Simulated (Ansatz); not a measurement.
# C2H9ClOSi2: the cost of one run

All numbers below are computed with Ansatz 0.2.0 (RKS BLYP-D4/STO-3G).

## (1) The system as given

Bond lengths: C1–C2 1.541 Å, C2–O3 1.449 Å, O3–Si4 1.700 Å, Si4–Si5 2.361 Å, Si5–Cl6 2.076 Å, C1–H7 1.110 Å, C1–H8 1.073 Å, C1–H9 1.018 Å, C2–H10 1.121 Å, C2–H11 1.076 Å, Si4–H12 1.473 Å, Si4–H13 1.441 Å, Si5–H14 1.528 Å, Si5–H15 1.475 Å. Angles (14 of 25 angles, heavy atoms first): C1–C2–O3 110.0°, C2–O3–Si4 114.3°, O3–Si4–Si5 106.8°, Si4–Si5–Cl6 109.9°, C1–C2–H10 107.5°, C1–C2–H11 109.1°, O3–C2–H10 110.8°, O3–C2–H11 110.2°, C2–C1–H7 106.5°, C2–C1–H8 107.3°, C2–C1–H9 112.2°, O3–Si4–H12 109.7°, O3–Si4–H13 109.4°, Si5–Si4–H12 110.2°.

Coordinates:

```xyz
15

C     0.5750   -2.7366   -0.2045
C     1.0392   -1.2695   -0.1299
O    -0.1094   -0.3907   -0.0432
Si    0.2791    1.2600    0.0776
Si   -1.7644    2.4356    0.2137
Cl   -1.3968    4.4734    0.3651
H    -0.0998   -2.8102   -1.0830
H    -0.0318   -2.9232    0.6608
H     1.3583   -3.3851   -0.2525
H     1.6879   -1.1668    0.7782
H     1.6184   -1.0378   -1.0071
H     1.0819    1.4941    1.2898
H     0.9371    1.6868   -1.1316
H    -2.5718    2.0852    1.4631
H    -2.6248    2.2343   -0.9674
```

## (2) Preparing the start

The input, input.yaml:

```yaml
crystal:
  periodic: [false, false, false]
  atoms:
    - { symbol: C, position_ang: [0.575, -2.7366, -0.2045] }
    - { symbol: C, position_ang: [1.0392, -1.2695, -0.1299] }
    - { symbol: O, position_ang: [-0.1094, -0.3907, -0.0432] }
    - { symbol: Si, position_ang: [0.2791, 1.26, 0.0776] }
    - { symbol: Si, position_ang: [-1.7644, 2.4356, 0.2137] }
    - { symbol: Cl, position_ang: [-1.3968, 4.4734, 0.3651] }
    - { symbol: H, position_ang: [-0.0998, -2.8102, -1.083] }
    - { symbol: H, position_ang: [-0.0318, -2.9232, 0.6608] }
    - { symbol: H, position_ang: [1.3583, -3.3851, -0.2525] }
    - { symbol: H, position_ang: [1.6879, -1.1668, 0.7782] }
    - { symbol: H, position_ang: [1.6184, -1.0378, -1.0071] }
    - { symbol: H, position_ang: [1.0819, 1.4941, 1.2898] }
    - { symbol: H, position_ang: [0.9371, 1.6868, -1.1316] }
    - { symbol: H, position_ang: [-2.5718, 2.0852, 1.4631] }
    - { symbol: H, position_ang: [-2.6248, 2.2343, -0.9674] }
basis:
  gaussian: { orbitals: STO-3G }
hamiltonian:
  xc: blyp
  dispersion: d4
relax:
  f_tol: 0.02
  max_steps: 40
output:
  orbitals: {}
```

The run is started by

```console
> ansatz run input.yaml --threads 1 --pin off --max-ram 2048MiB --backend cpu --events-out ev --progress --plain --runs-dir out
```

Q: Estimate wall time and peak memory on 1 thread of Intel Xeon Platinum 8375C at 2.90GHz (Ice Lake), shared host.

About 22 s, with a peak of 0.17 GiB.
